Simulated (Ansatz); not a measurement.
A nudged elastic band was laid between two geometries of a periodic cell of 63 atoms, Si₆₂P (host Si, host structure diamond, dopant P, one Si atom removed), cell charge +1.

Computed with Ansatz, DFT PBE, scalar-relativistic, plane waves, PAW. Settings: PAW set soft_1, cutoff 420 eV, k mesh 1x1x1, gaussian smearing 0.05 eV, no spin polarisation.

- movable images: 7
- climbing image: yes
- spring: 5.0 eV/Å²
- optimiser: lbfgs
- start path: IDPP
- force threshold: 0.05 eV/Å
- iteration limit: 69
- end points: relaxed

Initial state:

```xyz
63
Lattice="10.8600 0.0000 0.0000 0.0000 10.8600 0.0000 0.0000 0.0000 10.8600" Properties=species:S:1:pos:R:3
Si 5.430 -0.001 0.008
Si 6.731 1.350 1.414
Si 8.109 2.722 0.012
Si 9.473 4.084 1.352
Si 8.111 0.008 2.762
Si 9.506 1.358 4.077
Si 0.002 -0.001 0.008
Si 1.354 1.397 1.359
Si 2.698 2.733 -0.028
Si 4.036 4.078 1.357
Si 5.433 5.431 0.006
Si 6.769 6.806 1.383
Si 8.151 8.141 0.020
Si 9.487 9.521 1.383
Si 2.736 0.135 2.742
Si 5.308 2.700 2.734
Si 6.731 4.020 4.085
Si 8.110 5.423 2.715
Si 9.510 6.782 4.080
P 5.403 0.030 5.409
Si 6.777 1.265 6.782
Si 8.112 2.674 5.427
Si 9.487 4.053 6.775
Si 8.160 -0.024 8.164
Si 9.510 1.357 9.515
Si -0.006 5.437 -0.002
Si 1.348 6.817 1.351
Si 2.710 8.184 0.014
Si 4.079 9.563 1.418
Si -0.034 2.733 2.703
Si 1.352 4.078 4.040
Si 2.698 5.462 2.702
Si 4.071 6.783 4.077
Si 5.421 8.181 2.763
Si 6.775 9.516 4.173
Si 0.003 -0.001 5.435
Si 1.411 1.349 6.734
Si 2.731 2.696 5.305
Si 4.080 4.018 6.733
Si 5.430 5.427 5.435
Si 6.801 6.766 6.805
Si 8.159 8.132 5.459
Si 9.524 9.489 6.806
Si 2.758 0.008 8.115
Si 4.072 1.358 9.512
Si 5.421 2.673 8.116
Si 6.768 4.054 9.490
Si 8.150 5.415 8.154
Si 9.505 6.784 9.511
Si 0.011 8.182 2.716
Si 1.413 9.563 4.085
Si 0.002 5.431 5.439
Si 1.378 6.806 6.775
Si 2.758 8.180 5.427
Si 4.168 9.515 6.781
Si 0.011 2.720 8.114
Si 1.348 4.084 9.478
Si 2.711 5.422 8.113
Si 4.074 6.783 9.514
Si 5.456 8.131 8.164
Si 6.802 9.490 9.529
Si 0.015 8.141 8.156
Si 1.377 9.522 9.491
```

Final state:

```xyz
63
Lattice="10.8600 0.0000 0.0000 0.0000 10.8600 0.0000 0.0000 0.0000 10.8600" Properties=species:S:1:pos:R:3
Si 5.428 0.002 -0.007
Si 6.742 1.352 1.390
Si 8.122 2.698 0.014
Si 9.483 4.080 1.350
Si 8.086 0.010 2.774
Si 9.497 1.361 4.069
Si -0.009 0.005 -0.009
Si 1.341 1.385 1.341
Si 2.698 2.732 -0.024
Si 4.045 4.089 1.341
Si 5.425 5.439 -0.009
Si 6.789 6.799 1.394
Si 8.154 8.136 0.030
Si 9.491 9.501 1.394
Si 2.724 0.098 2.724
Si 5.332 2.706 2.724
Si 6.742 4.040 4.078
Si 8.122 5.416 2.732
Si 9.499 6.791 4.069
P 4.095 1.335 4.095
Si 6.763 1.224 6.763
Si 8.086 2.656 5.420
Si 9.491 4.036 6.789
Si 8.147 -0.036 8.147
Si 9.499 1.361 9.499
Si -0.005 5.435 -0.005
Si 1.350 6.807 1.350
Si 2.732 8.168 0.014
Si 4.078 9.548 1.390
Si -0.024 2.732 2.698
Si 1.341 4.089 4.045
Si 2.698 5.454 2.698
Si 4.069 6.793 4.069
Si 5.420 8.204 2.774
Si 6.763 9.527 4.206
Si -0.007 0.002 5.428
Si 1.390 1.352 6.742
Si 2.724 2.706 5.332
Si 4.078 4.040 6.742
Si 5.428 5.437 5.428
Si 6.803 6.756 6.803
Si 8.147 8.143 5.466
Si 9.534 9.487 6.803
Si 2.774 0.010 8.086
Si 4.069 1.361 9.497
Si 5.420 2.656 8.086
Si 6.789 4.036 9.491
Si 8.154 5.400 8.154
Si 9.507 6.783 9.507
Si 0.014 8.168 2.732
Si 1.390 9.548 4.078
Si -0.009 5.439 5.425
Si 1.394 6.799 6.789
Si 2.774 8.204 5.420
Si 4.206 9.527 6.763
Si 0.014 2.698 8.122
Si 1.350 4.080 9.483
Si 2.732 5.416 8.122
Si 4.069 6.791 9.499
Si 5.466 8.143 8.147
Si 6.803 9.487 9.534
Si 0.030 8.136 8.154
Si 1.394 9.501 9.491
```

Q: Which bonds break or form, and what moves?

A: Contacts lost: P20–Si21, P20–Si35, P20–Si55. Contacts made: Si15–P20, Si16–P20, P20–Si38. The atom that moves furthest is P20, by 2.27 Å; four of its nearest neighbours are Si35 2.30, Si55 2.30, Si21 2.30, Si15 3.77 Å at the first end and Si16 2.30, Si38 2.30, Si15 2.30, Si55 3.77 Å at the last.

Q: What energy profile does the band end with?

A: The forces met the threshold. The highest image is number 4 of 0 to 8, 1.29 eV above the ends, which have the same energy within 2 meV. By the program's own check the climbing image is a first-order saddle point (lowest curvatures found: -2.84 and 0.39 eV/Å²). Limits of this set-up: coarse k mesh, no spin, though dangling bonds at a vacancy may carry it, charged cell in a uniform background, uncorrected.

```json
{"image": "0", "path coordinate (Å)": "0.00", "energy (eV)": "0.00", "P20–Si21 (Å)": "2.30", "P20–Si35 (Å)": "2.30", "P20–Si55 (Å)": "2.30"}
{"image": "1", "path coordinate (Å)": "0.40", "energy (eV)": "0.09", "P20–Si21 (Å)": "2.33", "P20–Si35 (Å)": "2.32", "P20–Si55 (Å)": "2.34"}
{"image": "2", "path coordinate (Å)": "0.80", "energy (eV)": "0.48", "P20–Si21 (Å)": "2.36", "P20–Si35 (Å)": "2.38", "P20–Si55 (Å)": "2.51"}
{"image": "3", "path coordinate (Å)": "1.19", "energy (eV)": "1.06", "P20–Si21 (Å)": "2.41", "P20–Si35 (Å)": "2.51", "P20–Si55 (Å)": "2.87"}
{"image": "4", "path coordinate (Å)": "1.59", "energy (eV)": "1.29", "P20–Si21 (Å)": "2.52", "P20–Si35 (Å)": "2.78", "P20–Si55 (Å)": "3.23"}
{"image": "5", "path coordinate (Å)": "1.99", "energy (eV)": "1.04", "P20–Si21 (Å)": "2.86", "P20–Si35 (Å)": "3.11", "P20–Si55 (Å)": "3.39"}
{"image": "6", "path coordinate (Å)": "2.39", "energy (eV)": "0.45", "P20–Si21 (Å)": "3.27", "P20–Si35 (Å)": "3.38", "P20–Si55 (Å)": "3.56"}
{"image": "7", "path coordinate (Å)": "2.79", "energy (eV)": "0.08", "P20–Si21 (Å)": "3.61", "P20–Si35 (Å)": "3.64", "P20–Si55 (Å)": "3.73"}
{"image": "8", "path coordinate (Å)": "3.19", "energy (eV)": "0.00", "P20–Si21 (Å)": "3.77", "P20–Si35 (Å)": "3.77", "P20–Si55 (Å)": "3.77"}
```

Q: What is the geometry of the highest image?

A: 
```xyz
63
Lattice="10.8600 0.0000 0.0000 0.0000 10.8600 0.0000 0.0000 0.0000 10.8600" Properties=species:S:1:pos:R:3:forces:R:3
Si 5.435 0.011 0.002 0.00 0.00 0.00
Si 6.817 1.351 1.364 0.00 0.00 0.00
Si 8.155 2.731 -0.015 0.00 0.00 0.00
Si 9.518 4.081 1.360 0.00 0.00 0.00
Si 8.133 0.000 2.732 0.00 0.00 0.00
Si 9.500 1.366 4.077 0.00 0.00 0.00
Si -0.064 -0.013 -0.055 0.00 0.01 0.00
Si 1.322 1.335 1.335 0.00 -0.01 0.00
Si 2.737 2.700 0.038 0.00 0.00 0.00
Si 4.113 3.917 1.516 0.00 0.00 0.00
Si 5.409 5.355 0.090 0.01 0.00 0.00
Si 6.776 6.825 1.354 0.00 0.00 0.00
Si 8.129 8.174 -0.031 0.00 0.00 0.00
Si 9.500 9.473 1.367 0.00 0.00 0.00
Si 2.674 0.009 2.707 0.00 -0.01 -0.01
Si 5.516 2.542 2.933 0.00 0.00 0.00
Si 6.841 4.111 4.076 0.00 0.00 0.00
Si 8.153 5.477 2.676 0.00 0.00 0.00
Si 9.489 6.810 4.085 0.00 0.00 0.00
P 4.967 0.898 4.742 -0.01 0.01 0.00
Si 6.614 1.442 6.570 0.00 0.00 0.00
Si 8.178 2.769 5.426 0.00 0.00 0.00
Si 9.543 4.080 6.830 0.00 0.00 0.00
Si 7.989 0.043 7.991 0.00 0.00 0.00
Si 9.430 1.337 9.419 0.00 0.00 0.00
Si 0.007 5.437 -0.002 0.00 0.00 0.00
Si 1.382 6.760 1.377 0.00 0.00 0.00
Si 2.699 8.150 0.013 0.00 0.00 0.00
Si 4.065 9.543 1.382 0.00 0.00 0.00
Si 0.004 2.714 2.716 0.00 0.00 0.00
Si 1.422 3.995 4.096 0.00 0.00 0.00
Si 2.733 5.383 2.730 0.00 0.00 0.00
Si 4.073 6.773 4.069 0.00 0.00 0.00
Si 5.402 8.188 2.742 0.00 0.00 0.00
Si 6.656 9.641 4.100 0.00 0.00 0.00
Si -0.017 0.000 5.437 0.00 0.00 0.00
Si 1.399 1.333 6.761 0.00 0.00 0.00
Si 2.843 2.588 5.398 0.00 0.00 0.00
Si 4.067 4.060 6.770 0.00 0.00 0.00
Si 5.436 5.428 5.429 0.00 0.00 0.00
Si 6.783 6.797 6.787 0.00 0.00 0.00
Si 8.059 8.218 5.407 0.00 0.00 0.00
Si 9.451 9.523 6.775 0.00 0.00 0.00
Si 2.751 -0.002 8.125 0.00 0.00 0.00
Si 4.083 1.364 9.506 0.00 0.00 0.00
Si 5.418 2.742 8.137 0.00 0.00 0.00
Si 6.799 4.085 9.514 0.00 0.00 0.00
Si 8.150 5.451 8.143 0.00 0.00 0.00
Si 9.508 6.797 9.508 0.00 0.00 0.00
Si 0.016 8.140 2.717 0.00 0.00 0.00
Si 1.372 9.529 4.090 0.00 0.00 0.00
Si 0.016 5.420 5.425 0.00 0.00 0.00
Si 1.352 6.807 6.789 0.00 0.00 0.00
Si 2.736 8.160 5.412 0.00 0.00 0.00
Si 4.066 9.449 6.815 0.00 0.00 0.00
Si 0.034 2.704 8.151 0.00 0.00 0.00
Si 1.384 4.060 9.533 0.00 0.00 0.00
Si 2.685 5.430 8.139 0.00 0.00 0.00
Si 4.059 6.721 9.567 -0.01 0.00 0.00
Si 5.403 8.105 8.177 0.00 0.00 0.00
Si 6.769 9.527 9.466 0.00 0.00 0.00
Si -0.031 8.172 8.128 0.00 0.00 0.00
Si 1.360 9.490 9.491 0.00 0.00 0.00
```

The run took 13 min on 4 threads of Arm Neoverse V2 (shared host), peak memory 3.8 GiB.
